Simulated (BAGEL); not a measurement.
**Si2H4OF2 (SMILES O[SiH](F)[SiH2]F): HF/3-21G (density fitting with cc-pvqz-jkfit)**

Aim: the vertical ionisation energy of Si2H4OF2 at HF/3-21G (density fitting with cc-pvqz-jkfit), from 2 runs. 

Program for the calculation: BAGEL 1.2.2.

## 1. The molecule

The species is Si2H4OF2 (9 atoms), meant as a singlet with charge 0. SMILES: `O[SiH](F)[SiH2]F`. The shape is that of a PBE0-D4/def2-TZVP optimisation. This is one conformer, not always the lowest.

Bond lengths: O1–Si2 1.634 Å, Si2–F3 1.601 Å, Si2–Si4 2.358 Å, Si4–F5 1.612 Å, O1–H6 0.959 Å, Si2–H7 1.480 Å, Si4–H8 1.485 Å, Si4–H9 1.487 Å. Some angles: O1–Si2–F3 110.8°, O1–Si2–Si4 109.5°, F3–Si2–Si4 107.8°, Si2–Si4–F5 106.0°, O1–Si2–H7 106.2°, F3–Si2–H7 107.1°, Si4–Si2–H7 115.4°, Si2–O1–H6 118.4°, Si2–Si4–H8 114.0°, Si2–Si4–H9 111.6°.

## 2. A single-point energy at HF/3-21G (density fitting with cc-pvqz-jkfit)

calc.json

```json
{ "bagel": [

{
  "title": "molecule",
  "basis": "3-21g",
  "df_basis": "cc-pvqz-jkfit",
  "angstrom": "true",
  "geometry": [
    { "atom": "O", "xyz": [       0.844300,       1.766700,      -0.485000 ] },
    { "atom": "Si", "xyz": [       0.969400,       0.137800,      -0.453100 ] },
    { "atom": "F", "xyz": [       0.986700,      -0.459700,      -1.938500 ] },
    { "atom": "Si", "xyz": [      -0.894000,      -0.772400,       0.668300 ] },
    { "atom": "F", "xyz": [      -2.133900,       0.202600,       0.333800 ] },
    { "atom": "H", "xyz": [      -0.014200,       2.154900,      -0.665100 ] },
    { "atom": "H", "xyz": [       2.284600,      -0.163900,       0.153800 ] },
    { "atom": "H", "xyz": [      -1.253000,      -2.143900,       0.226600 ] },
    { "atom": "H", "xyz": [      -0.701500,      -0.768300,       2.142300 ] }
  ]
},

{ "title": "hf" },

{ "title": "print", "file": "orbitals.molden", "orbitals": "true" }

]}
```

Started as:

```sh
$ BAGEL_NUM_THREADS=1 BAGEL calc.json > calc.out
```

Log:

```text
* using 1 threads per process

  ===============================================================
  ===============================================================

  *** Geometry ***

  { "atom" : "O", "xyz" : [      1.595496,      3.338579,     -0.916517 ] },
  { "atom" : "Si", "xyz" : [      1.831901,      0.260404,     -0.856235 ] },
  { "atom" : "F", "xyz" : [      1.864593,     -0.868707,     -3.663234 ] },
  { "atom" : "Si", "xyz" : [     -1.689415,     -1.459624,      1.262904 ] },
  { "atom" : "F", "xyz" : [     -4.032487,      0.382859,      0.630791 ] },
  { "atom" : "H", "xyz" : [     -0.026834,      4.072171,     -1.256857 ] },
  { "atom" : "H", "xyz" : [      4.317268,     -0.309726,      0.290640 ] },
  { "atom" : "H", "xyz" : [     -2.367827,     -4.051384,      0.428212 ] },
  { "atom" : "H", "xyz" : [     -1.325643,     -1.451877,      4.048360 ] },

  Number of auxiliary basis functions:      818

  Since a DF basis is specified, we compute 2- and 3-index integrals:
    o Being stored without compression. Storage requirement is 0.024 GB

  Number of basis functions:       61
  Number of electrons      :       58

    * METHOD: MOLECULE                             0.91

  *** RHF ***

  === Nuclear Repulsion ===
   307.6913627647

      * DIIS with orbital gradients will be used.

  === RHF iteration (3-21g) ===
      0       -849.26224550          0.02813903           0.14
      1       -849.43388593          0.01693073           0.13
      2       -849.50743543          0.00108329           0.14
      3       -849.50819093          0.00025704           0.13
      4       -849.50822037          0.00010034           0.13
      5       -849.50822628          0.00001990           0.13
      6       -849.50822666          0.00000456           0.16
      7       -849.50822668          0.00000179           0.14
      8       -849.50822668          0.00000043           0.13
      9       -849.50822668          0.00000014           0.14
     10       -849.50822668          0.00000006           0.13
     11       -849.50822668          0.00000002           0.13
     12       -849.50822668          0.00000000           0.13
    * SCF iteration converged.

    * Permanent dipole moment:
           (    0.100811,     0.349702,    -0.604753) a.u.

    * METHOD: HF                                   2.04

    * METHOD: PRINT                                0.01

  ===============================================================
```

Wall time 3.3 s (1 thread of Intel Xeon Platinum 8259CL at 2.50GHz (Skylake/Cascade Lake), shared host); peak memory 0.14 GiB.

## 3. The doublet cation

job.json

```json
{ "bagel" : [

{
  "title" : "molecule",
  "basis" : "3-21g",
  "df_basis" : "cc-pvqz-jkfit",
  "angstrom" : true,
  "geometry" : [
    { "atom" : "O", "xyz" : [    0.844300,    1.766700,   -0.485000 ] },
    { "atom" : "Si", "xyz" : [    0.969400,    0.137800,   -0.453100 ] },
    { "atom" : "F", "xyz" : [    0.986700,   -0.459700,   -1.938500 ] },
    { "atom" : "Si", "xyz" : [   -0.894000,   -0.772400,    0.668300 ] },
    { "atom" : "F", "xyz" : [   -2.133900,    0.202600,    0.333800 ] },
    { "atom" : "H", "xyz" : [   -0.014200,    2.154900,   -0.665100 ] },
    { "atom" : "H", "xyz" : [    2.284600,   -0.163900,    0.153800 ] },
    { "atom" : "H", "xyz" : [   -1.253000,   -2.143900,    0.226600 ] },
    { "atom" : "H", "xyz" : [   -0.701500,   -0.768300,    2.142300 ] }
  ]
},
{ "title" : "uhf", "charge" : 1, "nopen" : 1 },
{ "title" : "print", "file" : "orbitals.molden", "orbitals" : true }

]}
```

Started as:

```sh
$ BAGEL_NUM_THREADS=1 BAGEL job.json > job.out
```

Log:

```text
* using 1 threads per process

  ===============================================================
  ===============================================================

  *** Geometry ***

  { "atom" : "O", "xyz" : [      1.595496,      3.338579,     -0.916517 ] },
  { "atom" : "Si", "xyz" : [      1.831901,      0.260404,     -0.856235 ] },
  { "atom" : "F", "xyz" : [      1.864593,     -0.868707,     -3.663234 ] },
  { "atom" : "Si", "xyz" : [     -1.689415,     -1.459624,      1.262904 ] },
  { "atom" : "F", "xyz" : [     -4.032487,      0.382859,      0.630791 ] },
  { "atom" : "H", "xyz" : [     -0.026834,      4.072171,     -1.256857 ] },
  { "atom" : "H", "xyz" : [      4.317268,     -0.309726,      0.290640 ] },
  { "atom" : "H", "xyz" : [     -2.367827,     -4.051384,      0.428212 ] },
  { "atom" : "H", "xyz" : [     -1.325643,     -1.451877,      4.048360 ] },

  Number of auxiliary basis functions:      818

  Since a DF basis is specified, we compute 2- and 3-index integrals:
    o Being stored without compression. Storage requirement is 0.024 GB

  Number of basis functions:       61
  Number of electrons      :       58

    * METHOD: MOLECULE                             0.86

  *** Open-shell HF ***

  === Nuclear Repulsion ===
   307.6913627647

      * DIIS with orbital gradients will be used.

  === UHF iteration (3-21g) ===
      0       -848.82105590          0.05732817           0.27
      1       -849.01042191          0.03999288           0.26
      2       -849.07399607          0.02635712           0.26
      3       -849.11744260          0.00118455           0.27
      4       -849.11792914          0.00062359           0.27
      5       -849.11816186          0.00044619           0.27
      6       -849.11834336          0.00032821           0.27
      7       -849.11856166          0.00026981           0.26
      8       -849.11872794          0.00018613           0.27
      9       -849.11884080          0.00012243           0.26
     10       -849.11887929          0.00006409           0.27
     11       -849.11888585          0.00003251           0.26
     12       -849.11888711          0.00002127           0.26
     13       -849.11888768          0.00001400           0.27
     14       -849.11888801          0.00000903           0.26
     15       -849.11888809          0.00000601           0.28
     16       -849.11888819          0.00000392           0.26
     17       -849.11888823          0.00000237           0.27
     18       -849.11888825          0.00000190           0.27
     19       -849.11888826          0.00000109           0.26
     20       -849.11888826          0.00000081           0.26
     21       -849.11888827          0.00000066           0.27
     22       -849.11888827          0.00000034           0.26
     23       -849.11888827          0.00000028           0.26
     24       -849.11888827          0.00000019           0.26
     25       -849.11888827          0.00000014           0.26
     26       -849.11888827          0.00000005           0.26
     27       -849.11888827          0.00000003           0.27
     28       -849.11888827          0.00000002           0.27
     29       -849.11888827          0.00000001           0.28
    * SCF iteration converged.

    * S^2 (UHF) is 0.7760

    * Permanent dipole moment:
           (   -0.219897,     0.505218,    -1.197571) a.u.

    * METHOD: UHF                                  8.28

    * METHOD: PRINT                                0.01

  ===============================================================
```

It took 9.6 s on 1 thread of Intel Xeon Platinum 8259CL at 2.50GHz (Skylake/Cascade Lake), shared host; peak memory 0.14 GiB.

## 4. Results

Level: HF/3-21G (density fitting with cc-pvqz-jkfit).

```
                                          quantity          value
                    singlet Si2H4OF2: total energy  -849.50823 Eh
                   singlet Si2H4OF2: dipole moment         1.79 D
                     singlet Si2H4OF2: HOMO energy      -11.30 eV
                     singlet Si2H4OF2: LUMO energy        2.72 eV
                   singlet Si2H4OF2: HOMO–LUMO gap       14.01 eV
                      doublet cation: total energy  -849.11889 Eh
                              doublet cation: ⟨S²⟩          0.776
vertical ionisation energy (to the doublet cation)      10.594 eV
```

**Reading.** Removing an electron at fixed nuclei costs 10.59 eV (1022 kJ/mol). The negative HOMO energy of the first species, 11.30 eV, lies 0.70 eV above that difference.
